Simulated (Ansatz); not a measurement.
# Cl− with CH4: structure and interaction energy

An exercise on one series of results from a longer session: the logs are not shown, and one member is left open.

The runs use Ansatz 0.2.0, Gaussian basis; PBE0-D4 structure, single points in def2-TZVPPD.

Levels: PBE-D4, revPBE-D4, BLYP-D4, r2SCAN-D4, B97M-V, PBE0-D4, B3LYP-D4, HSE06-D4, wB97X-V, wB97M-V, B2PLYP, Hartree-Fock, MP2, CCSD, CCSD(T). The reference is CCSD(T) extrapolated to the basis limit.

Correlated methods freeze the cores. B3LYP uses VWN-RPA correlation. B2PLYP carries no dispersion term here.

163 further runs of the same task are left out: 163 set aside as unsound or not needed.

### Starting geometry

The pair, from a GFN2-xTB docking trial: 6 atoms, charge -1, spin multiplicity 1.

Atoms are counted from 1 here; the program's logs count them from 0.

Bond lengths: C2–H3 1.083 Å, C2–H4 1.085 Å, C2–H5 1.084 Å, C2–H6 1.087 Å. Angles: H3–C2–H4 109.4°, H3–C2–H5 109.6°, H3–C2–H6 109.7°, H4–C2–H5 109.3°, H4–C2–H6 109.2°, H5–C2–H6 109.5°.

As a file:

```xyz
6
CH4Cl
Cl    0.0980   -0.1260   -2.9457
C    -0.0208    0.0261    0.5907
H    -0.4680    0.9745    0.8627
H     0.0171   -0.0584   -0.4907
H    -0.6154   -0.7860    0.9937
H     0.9892   -0.0302    0.9893
```

Atoms 1 to 1 are fragment A (Cl−), the rest fragment B (CH4).

Set-up of the first run:

The input, pre/in.yaml:

```yaml
crystal:
  periodic: [false, false, false]
  atoms:
    - {symbol: Cl, position_ang: [0.098000, -0.126000, -2.945700]}
    - {symbol: C, position_ang: [-0.020800, 0.026100, 0.590700]}
    - {symbol: H, position_ang: [-0.468000, 0.974500, 0.862700]}
    - {symbol: H, position_ang: [0.017100, -0.058400, -0.490700]}
    - {symbol: H, position_ang: [-0.615400, -0.786000, 0.993700]}
    - {symbol: H, position_ang: [0.989200, -0.030200, 0.989300]}
basis:
  gaussian: {orbitals: def2-SVPD}
total_charge: -1
hamiltonian: {xc: pbe, dispersion: d4}
relax: {f_tol: 0.03, max_steps: 250}
```

Launch:

```
$ ansatz run in.yaml --threads 2 --pin off --events-out ev --progress --plain --max-ram 5222MiB
```

Steps of the session up to this table: A first relaxation in a small basis; Relaxation at PBE0-D4; wB97X-V/def2-TZVPPD; wB97M-V/def2-TZVPPD; B2PLYP/def2-TZVPPD; B97M-V/def2-TZVPPD; CCSD(T)/def2-TZVPPD; MP2/def2-QZVPPD; Hartree-Fock/STO-3G; SPW92/def2-SVP; wB97M-V/def2-SVP; CCSD(T)/def2-SVP; Vibrations of the pair.

One table of the session follows, with a row left open; its other results are not shown here.

```
      method  interaction (kcal/mol)
      PBE-D4                   -3.79
   revPBE-D4                   -3.86
     BLYP-D4                   -3.32
   r2SCAN-D4                   -3.16
      B97M-V                   -3.21
     PBE0-D4                       ?
    B3LYP-D4                   -3.28
    HSE06-D4                   -3.52
     wB97X-V                   -2.97
     wB97M-V                   -3.01
      B2PLYP                   -2.43
Hartree-Fock                   -1.04
         MP2                   -2.72
        CCSD                   -2.43
     CCSD(T)                   -2.69
 CCSD(T)/CBS                   -3.06
```

Estimate the missing values for PBE0-D4.

The run gave: interaction (kcal/mol): -3.51. In the column «interaction (kcal/mol)» it lies between HSE06-D4 (-3.52) and BLYP-D4 (-3.32).
